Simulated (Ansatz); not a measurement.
# H4O2Sn: the cost of one run

Program: Ansatz 0.2.0, driven from Python. Level of theory: BLYP/def2-SVP. These are calculated values, not measurements.

## 1. The system

Bond lengths: O1–Sn2 1.965 Å, Sn2–O3 1.952 Å, O1–H4 1.011 Å, Sn2–H5 1.760 Å, Sn2–H6 1.756 Å, O3–H7 0.996 Å. Angles: O1–Sn2–O3 107.1°, O1–Sn2–H5 110.0°, O1–Sn2–H6 110.9°, O3–Sn2–H5 109.4°, O3–Sn2–H6 109.9°, H5–Sn2–H6 109.5°, Sn2–O1–H4 99.7°, Sn2–O3–H7 107.7°.

The script holds or builds the structure itself.

## 2. The script

File h4o2sn.py:

```python
"""A short Born-Oppenheimer trajectory of H4O2Sn."""

import ansatz as az
import numpy as np

BASIS_SET = "def2-SVP"
FUNCTIONAL = "blyp"
N_STEPS = 30
TEMPERATURE_K = 500

GEOMETRY = """
O    -1.28490   -0.88120   -0.65600
Sn    0.01180    0.31330    0.21250
O     1.56220   -0.77250    0.69060
H    -2.00410   -0.21120   -0.89080
H     0.50580    1.57990   -0.90480
H    -0.67700    1.04110    1.65510
H     1.94740   -1.13750   -0.15230
"""


def main() -> None:
    mol = az.Crystal.molecule()
    for line in GEOMETRY.strip().splitlines():
        symbol, *xyz = line.split()
        mol = mol.atom(symbol, [float(v) for v in xyz])

    calc = (
        mol.calculation()
        .basis(gaussian=BASIS_SET)  # the orbital basis, by name
        .functional(FUNCTIONAL)
    )
    symbols = [site.symbol for site in mol.cartesian_sites]
    start = np.array([site.position_ang for site in mol.cartesian_sites], dtype=float)
    data = calc.relax(force_tolerance=0.02, max_steps=100).run(threads=1, backend="cpu").report
    end = np.array(data["positions_ang"])
    minimum = az.Crystal.molecule()
    for symbol, place in zip(symbols, end):
        minimum = minimum.atom(symbol, place.tolist())

    # dynamics from the relaxed geometry
    calc = minimum.calculation()
    calc = calc.basis(gaussian=BASIS_SET)
    calc = calc.functional(FUNCTIONAL)
    calc = calc.md("nvt_langevin", timestep=1.0, steps=N_STEPS, temperature=TEMPERATURE_K, initial_velocities="maxwell_boltzmann", seed=6, friction=0.02)
    frames = []
    res = calc.session().plan().execute(on_event=lambda e: frames.append(e["data"]) if e["event"] == "md_step" else None)
    print("t (fs)   E_pot (eV)      E_kin (eV)   T (K)   d(0-1) (A)")
    for f in frames[::1]:
        xyz = np.array(f["positions_ang"])
        print(f"{f['time_fs']:6.2f} {f['lagrangian_ev']:14.5f} {f['e_kin_ev']:10.5f} {f['temperature_k']:8.1f} {np.linalg.norm(xyz[0] - xyz[1]):9.4f}")
    print("mean temperature", round(float(np.mean([f["temperature_k"] for f in frames])), 1), "K")


if __name__ == "__main__":
    main()
```

## 3. The calls as engine input

The engine receives this input (first run):

```yaml
crystal:
  periodic: [false, false, false]
  atoms:
    - { symbol: O, position_ang: [-1.2849, -0.8812, -0.656] }
    - { symbol: Sn, position_ang: [0.0118, 0.3133, 0.2125] }
    - { symbol: O, position_ang: [1.5622, -0.7725, 0.6906] }
    - { symbol: H, position_ang: [-2.0041, -0.2112, -0.8908] }
    - { symbol: H, position_ang: [0.5058, 1.5799, -0.9048] }
    - { symbol: H, position_ang: [-0.677, 1.0411, 1.6551] }
    - { symbol: H, position_ang: [1.9474, -1.1375, -0.1523] }
basis:
  gaussian:
    orbitals: def2-SVP
hamiltonian:
  xc: blyp
relax:
  f_tol: 0.02
  max_steps: 100
```

## 4. The run

The run is started by

```console
python h4o2sn.py
```

Q: Estimate wall time and peak memory on 1 thread of Intel Xeon Platinum 8259CL at 2.50GHz (Skylake/Cascade Lake), shared host.

About 1.7 min, with a peak of 0.22 GiB.
